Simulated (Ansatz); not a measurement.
Consider a check of PAW against all-electron LAPW of Hg, space group P6_3/mmc (the Python package of Ansatz (0.2.0)).

Script `paw_lapw.py`:
```python
'''Checking the PAW result for Hg with LAPW.'''

import ansatz
import numpy as np


def count_gap(report):
    # lowest empty less highest filled band, counting bands; zero where they overlap
    return max(report.get('gap_by_band_count_ev') or 0.0, 0.0)

lattice = ansatz.Lattice.of(
    [3.46181, 0.0, 0.0],
    [-1.730905, 2.998015, 0.0],
    [0.0, 0.0, 5.487548],
)
sites = [
    ('Hg', [2 / 3, 1 / 3, 0.75]),
    ('Hg', [1 / 3, 2 / 3, 0.25]),
]
hg = ansatz.Crystal(lattice=lattice)
for symbol, position in sites:
    hg = hg.atom(symbol, position)

job = (
    hg.calculation()
    .occupations('Fermi-Dirac', width=0.05)
    .kpoints(10, 10, 6)
    .functional('pbesol')
    .stress()
    .forces()
    .band_table()
)
variants = {
    'PAW': job.pseudopotentials('paw'),
    'LAPW': job.pseudopotentials('all_electron', lapw=True),
}
# totals differ by the cores that each treatment holds, so compare what does not depend on them
rows = []
for label, variant in variants.items():
    report = variant.run(threads=1, backend='cpu').report
    levels = np.array(report['eigenvalues_ev'][0]) - report['fermi_energy_ev']
    print(label, 'levels at the first k-point near E_F:', np.round(levels[np.abs(levels) < 5], 3))
    rows.append((label, report['n_electrons'], np.trace(report['stress_gpa']) / 3, count_gap(report)))
print('     treatment  electrons in bands           P GPa  gap by band count eV')
for row in rows:
    print(f'{str(row[0]):>14s}  {row[1]:18.1f}  {row[2]:14.3f}  {row[3]:20.3f}')
```

How well do the two treatments of the cores agree on the pressure?

PAW gives -2.509 GPa and LAPW -2.515 GPa, 0.006 GPa apart. They took 2.1 and 16.5 s of processor time.

The run itself:

```console
$ python paw_lapw.py
DeckWarning: basis.ecutwfc = 420 eV, auto-derived from the records' recommended cutoffs: set by Hg (normal level)
PAW levels at the first k-point near E_F: [-1.201 -0.331]
LAPW levels at the first k-point near E_F: [-1.201 -0.331]
     treatment  electrons in bands           P GPa  gap by band count eV
           PAW                40.0          -2.509                 0.000
          LAPW                68.0          -2.515                 0.000
```
(Warnings from the package without file and line.)

What to keep in mind:
- The computed bands are complete only to about 3.5 eV above the Fermi level.
- A gap by band count of zero or less means overlapping bands, a metal.
- This isn't the structure that Hg takes at ambient conditions.
- Gaps and levels are Kohn-Sham values on a finite set of k-points, without spin-orbit coupling.
- Pressure is positive in compression; the treatments may keep other shells as core, so totals and counts of electrons can differ.
- The whole script took 25 s on 1 thread of Intel(R) Xeon(R) Processor @ 2.30GHz, on a shared host, peak memory 0.66 GiB.
